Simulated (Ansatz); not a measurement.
# CH₇AsSi: one species, many methods

An exercise on one series of results from a longer session: the logs are not shown, and one member is left open.

The runs use Ansatz 0.2.0, Gaussian basis; functionals in def2-TZVPP, the program's frozen cores in correlated methods.

Levels to be run: LDA (SPW92), PBE-D4, revPBE-D4, BLYP-D4, r2SCAN-D4, B97M-V, PBE0-D4, B3LYP-D4, r2SCANh-D4, r2SCAN0-D4, HSE06-D4, BHLYP-D4, CAM-B3LYP-D4, LC-ωPBE, ωB97X-V, ωB97M-V, B2PLYP, PBE-QIDH; CCSD(T)/def2-SVP; CCSD(T)/def2-TZVPP; MP2/def2-QZVPP; extrapolation to the limit; RPA on PBE.

### The relaxed structure

An earlier PBE0-D4 in a triple-zeta def2 set relaxation fixed the geometry.

SMILES `C[AsH][SiH3]`, 10 atoms, charge 0, spin multiplicity 1.

Atoms are counted from 1 here; the program's logs count them from 0.

Bond lengths: C1–As2 1.980 Å, C1–H4 1.090 Å, C1–H5 1.089 Å, C1–H6 1.090 Å, As2–Si3 2.360 Å, As2–H7 1.525 Å, Si3–H8 1.488 Å, Si3–H9 1.489 Å, Si3–H10 1.487 Å. Angles: As2–C1–H4 108.4°, As2–C1–H5 112.6°, As2–C1–H6 108.2°, H4–C1–H5 109.6°, H4–C1–H6 108.5°, H5–C1–H6 109.5°, C1–As2–Si3 96.1°, C1–As2–H7 96.2°, Si3–As2–H7 92.0°, As2–Si3–H8 108.4°, As2–Si3–H9 112.3°, As2–Si3–H10 109.8°, H8–Si3–H9 108.3°, H8–Si3–H10 108.8°, H9–Si3–H10 109.2°.

Geometry (Å):

| atom | x (Å) | y (Å) | z (Å) |
| --- | --- | --- | --- |
| C1 | -1.3638 | 0.6367 | -0.6008 |
| As2 | 0.2233 | -0.3390 | -1.2719 |
| Si3 | 1.1385 | -0.8193 | 0.8502 |
| H4 | -1.8343 | 1.1466 | -1.4413 |
| H5 | -1.1137 | 1.3616 | 0.1720 |
| H6 | -2.0678 | -0.0930 | -0.2000 |
| H7 | 1.1135 | 0.8882 | -1.4364 |
| H8 | 0.3059 | -1.8716 | 1.4929 |
| H9 | 1.1566 | 0.3729 | 1.7419 |
| H10 | 2.5246 | -1.3344 | 0.6961 |

Set-up of the first run:

in.yaml reads:

```yaml
crystal:
  periodic: [false, false, false]
  atoms:
    - {symbol: C, position_ang: [-1.363795, 0.636702, -0.600752]}
    - {symbol: As, position_ang: [0.223342, -0.338955, -1.271884]}
    - {symbol: Si, position_ang: [1.138537, -0.819282, 0.850177]}
    - {symbol: H, position_ang: [-1.834263, 1.146620, -1.441318]}
    - {symbol: H, position_ang: [-1.113665, 1.361618, 0.172015]}
    - {symbol: H, position_ang: [-2.067794, -0.093022, -0.199965]}
    - {symbol: H, position_ang: [1.113519, 0.888245, -1.436391]}
    - {symbol: H, position_ang: [0.305905, -1.871607, 1.492912]}
    - {symbol: H, position_ang: [1.156592, 0.372879, 1.741893]}
    - {symbol: H, position_ang: [2.524622, -1.334396, 0.696112]}
basis:
  gaussian: {orbitals: def2-TZVPP}
hamiltonian: {xc: lda}
output: {orbitals: {seedname: orbitals}}
```

Launch:

```sh
$ ansatz run in.yaml --threads 4 --pin off --events-out ev --progress --plain --max-ram 10444MiB
```

Among the steps run: LDA; PBE-D4 (GGA); revPBE-D4 (GGA); BLYP-D4 (GGA); r2SCAN-D4 (meta-GGA); B97M-V (meta-GGA); PBE0-D4 (hybrid); B3LYP-D4 (hybrid); r2SCANh-D4 (hybrid); r2SCAN0-D4 (hybrid); HSE06-D4 (hybrid); BHLYP-D4 (hybrid); CAM-B3LYP-D4 (range-separated); LC-ωPBE (range-separated); ωB97X-V (range-separated); ωB97M-V (range-separated); B2PLYP (double hybrid); PBE-QIDH (double hybrid).

One table of the session follows, with a row left open; its other results are not shown here.

It belongs to the step «Orbital energies across the functionals». 

```
  functional  HOMO (eV)  gap (eV)
 LDA (SPW92)      -6.12      5.21
      PBE-D4      -6.00      5.29
   revPBE-D4      -5.96      5.33
     BLYP-D4      -5.86      5.25
   r2SCAN-D4      -6.24      5.84
      B97M-V      -6.32      5.73
     PBE0-D4          ?         ?
    B3LYP-D4      -6.85      6.72
  r2SCANh-D4      -6.62      6.51
  r2SCAN0-D4      -7.20      7.49
    HSE06-D4      -6.65      6.37
    BHLYP-D4      -7.96      8.85
CAM-B3LYP-D4      -8.28      9.32
     LC-ωPBE      -9.57     11.75
     ωB97X-V      -9.25     11.29
     ωB97M-V      -9.12     10.87
```

Estimate the missing values for PBE0-D4.

As computed: HOMO (eV): -7.04; gap (eV): 7.13. In the column «HOMO (eV)» it lies between r2SCAN0-D4 (-7.20) and B3LYP-D4 (-6.85).
